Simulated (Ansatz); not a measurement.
# BaTiO3: the cost of one run

Method: DFT PBE, scalar-relativistic, plane waves, PAW, in Ansatz 0.2.0.

**1. Starting point**

The structure is cubic, space group Pm-3m (No. 221). The conventional cell has a = 4.006 Å, b = 4.006 Å, c = 4.006 Å, α = 90.00°, β = 90.00°, γ = 90.00°. Around Ba (site symmetry m-3m) lie 12 O at 2.83 Å. Ti (site symmetry m-3m) has 6 O at 2.00 Å in its first shell of neighbours. Around O (site symmetry 4/mmm) lie 2 Ti at 2.00 Å and 4 Ba at 2.83 Å.

Coordinates:

```
CELL_PARAMETERS angstrom
8.01200 0.00000 0.00000
0.00000 8.01200 0.00000
0.00000 0.00000 8.01200
ATOMIC_POSITIONS crystal
Ba 0.25000 0.25000 0.25000
Ba 0.25000 0.25000 0.75000
Ba 0.25000 0.75000 0.25000
Ba 0.25000 0.75000 0.75000
Ba 0.75000 0.25000 0.25000
Ba 0.75000 0.25000 0.75000
Ba 0.75000 0.75000 0.25000
Ba 0.75000 0.75000 0.75000
Ti 0.00000 0.00000 0.00000
Ti 0.00000 0.00000 0.50000
Ti 0.00000 0.50000 0.00000
Ti 0.00000 0.50000 0.50000
Ti 0.50000 0.00000 0.00000
Ti 0.50000 0.00000 0.50000
Ti 0.50000 0.50000 0.00000
Ti 0.50000 0.50000 0.50000
O 0.25000 0.00000 0.00000
O 0.25000 0.00000 0.50000
O 0.25000 0.50000 0.00000
O 0.25000 0.50000 0.50000
O 0.75000 0.00000 0.00000
O 0.75000 0.00000 0.50000
O 0.75000 0.50000 0.00000
O 0.75000 0.50000 0.50000
O 0.00000 0.25000 0.00000
O 0.00000 0.25000 0.50000
O 0.00000 0.75000 0.00000
O 0.00000 0.75000 0.50000
O 0.50000 0.25000 0.00000
O 0.50000 0.25000 0.50000
O 0.50000 0.75000 0.00000
O 0.50000 0.75000 0.50000
O 0.00000 0.00000 0.25000
O 0.00000 0.00000 0.75000
O 0.00000 0.50000 0.25000
O 0.00000 0.50000 0.75000
O 0.50000 0.00000 0.25000
O 0.50000 0.00000 0.75000
O 0.50000 0.50000 0.25000
O 0.50000 0.50000 0.75000
```

The runs take a perfect supercell of 40 atoms; the defect goes to fractional position (0.250, 0.000, 0.000).

**2. The perfect supercell**

Input file input.yaml:

```yaml
crystal:
  lattice:
    - [8.012, 0.0, 0.0]
    - [0.0, 8.012, 0.0]
    - [0.0, 0.0, 8.012]
  atoms:
    - { symbol: Ba, position: [0.25, 0.25, 0.25] }
    - { symbol: Ba, position: [0.25, 0.25, 0.75] }
    - { symbol: Ba, position: [0.25, 0.75, 0.25] }
    - { symbol: Ba, position: [0.25, 0.75, 0.75] }
    - { symbol: Ba, position: [0.75, 0.25, 0.25] }
    - { symbol: Ba, position: [0.75, 0.25, 0.75] }
    - { symbol: Ba, position: [0.75, 0.75, 0.25] }
    - { symbol: Ba, position: [0.75, 0.75, 0.75] }
    - { symbol: Ti, position: [0.0, 0.0, 0.0] }
    - { symbol: Ti, position: [0.0, 0.0, 0.5] }
    - { symbol: Ti, position: [0.0, 0.5, 0.0] }
    - { symbol: Ti, position: [0.0, 0.5, 0.5] }
    - { symbol: Ti, position: [0.5, 0.0, 0.0] }
    - { symbol: Ti, position: [0.5, 0.0, 0.5] }
    - { symbol: Ti, position: [0.5, 0.5, 0.0] }
    - { symbol: Ti, position: [0.5, 0.5, 0.5] }
    - { symbol: O, position: [0.25, 0.0, 0.0] }
    - { symbol: O, position: [0.25, 0.0, 0.5] }
    - { symbol: O, position: [0.25, 0.5, 0.0] }
    - { symbol: O, position: [0.25, 0.5, 0.5] }
    - { symbol: O, position: [0.75, 0.0, 0.0] }
    - { symbol: O, position: [0.75, 0.0, 0.5] }
    - { symbol: O, position: [0.75, 0.5, 0.0] }
    - { symbol: O, position: [0.75, 0.5, 0.5] }
    - { symbol: O, position: [0.0, 0.25, 0.0] }
    - { symbol: O, position: [0.0, 0.25, 0.5] }
    - { symbol: O, position: [0.0, 0.75, 0.0] }
    - { symbol: O, position: [0.0, 0.75, 0.5] }
    - { symbol: O, position: [0.5, 0.25, 0.0] }
    - { symbol: O, position: [0.5, 0.25, 0.5] }
    - { symbol: O, position: [0.5, 0.75, 0.0] }
    - { symbol: O, position: [0.5, 0.75, 0.5] }
    - { symbol: O, position: [0.0, 0.0, 0.25] }
    - { symbol: O, position: [0.0, 0.0, 0.75] }
    - { symbol: O, position: [0.0, 0.5, 0.25] }
    - { symbol: O, position: [0.0, 0.5, 0.75] }
    - { symbol: O, position: [0.5, 0.0, 0.25] }
    - { symbol: O, position: [0.5, 0.0, 0.75] }
    - { symbol: O, position: [0.5, 0.5, 0.25] }
    - { symbol: O, position: [0.5, 0.5, 0.75] }
basis:
  ecutwfc: 420
  fft_grid_basis: typed
kpoints:
  mp_grid: { grid: [2, 2, 2] }
hamiltonian:
  xc: pbe
  pseudopotentials: { kind: paw }
scf:
  occupations: { method: gaussian, width: 0.05 }
output:
  forces: true
  stress: false
  eigenvalues: true
  bader: false
  write_density: true
  volumetric_format: npy
```

Started as:

```bash
ansatz run input.yaml --threads 4 --pin off --max-ram 10240MiB --backend cpu --events-out ev --progress --plain --runs-dir out
```

Q: Estimate wall time and peak memory on 4 threads of Arm Neoverse N1, shared host.

About 11 s, with a peak of 2.1 GiB.
